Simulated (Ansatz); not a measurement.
# ClF2H3OSi: the cost of one run

Computed with Ansatz 0.2.0, Gaussian basis. Level: PBE0-D4, def2-SVP first, then def2-TZVP.

153 further runs of the same task are left out: 1 that didn't finish, 152 set aside as unsound or not needed.

### 1 Starting geometry

The guess: 8 atoms, charge 0, spin multiplicity 1.

Atoms are counted from 1 here; the program's logs count them from 0.

Bond lengths: Si1–O2 1.755 Å, Si1–F3 1.623 Å, Si1–F4 1.592 Å, Si1–H5 1.430 Å, O2–H6 1.067 Å, O2–H8 0.968 Å. Angles: O2–Si1–F3 90.9°, O2–Si1–F4 108.7°, O2–Si1–H5 121.7°, F3–Si1–F4 95.7°, F3–Si1–H5 100.2°, F4–Si1–H5 126.4°, Si1–O2–H6 98.6°, Si1–O2–H8 123.4°, H6–O2–H8 126.2°.

As a file:

```xyz
8
ClF2H3OSi
Si   -0.5560    0.2552   -0.3541
O     0.5742   -0.8430    0.4185
F    -0.9867   -0.8935   -1.4161
F     0.2391    1.1505   -1.4037
H    -1.8283    0.5546    0.2260
H     1.0134   -0.1591    1.1091
Cl    0.5107    1.4881    1.4729
H     1.0335   -1.5528   -0.0526
```

Distances that are to change: Si1–Cl7 2.45 Å, O2–H6 1.07 Å, Si1–O2 1.76 Å, H6–Cl7 1.76 Å.

### 2 Relaxing the guess with the reacting distances held

Input file hold/in.yaml:

```yaml
crystal:
  periodic: [false, false, false]
  atoms:
    - {symbol: Si, position_ang: [-0.556000, 0.255200, -0.354100]}
    - {symbol: O, position_ang: [0.574200, -0.843000, 0.418500]}
    - {symbol: F, position_ang: [-0.986700, -0.893500, -1.416100]}
    - {symbol: F, position_ang: [0.239100, 1.150500, -1.403700]}
    - {symbol: H, position_ang: [-1.828300, 0.554600, 0.226000]}
    - {symbol: H, position_ang: [1.013400, -0.159100, 1.109100]}
    - {symbol: Cl, position_ang: [0.510700, 1.488100, 1.472900]}
    - {symbol: H, position_ang: [1.033500, -1.552800, -0.052600]}
basis:
  gaussian: {orbitals: def2-SVP}
hamiltonian: {xc: pbe0, dispersion: d4}
relax: {f_tol: 0.04, max_steps: 150, escape_saddle: false, constraints: [{distance: [0, 6]}, {distance: [1, 5]}, {distance: [0, 1]}, {distance: [5, 6]}]}
```

Started as:

```bash
ansatz run in.yaml --threads 4 --pin off --events-out ev --progress --plain --max-ram 9574MiB
```

**Question.** How long does this run take on 4 threads of Intel Xeon Platinum 8259CL at 2.50GHz, shared host?

About 15 s.
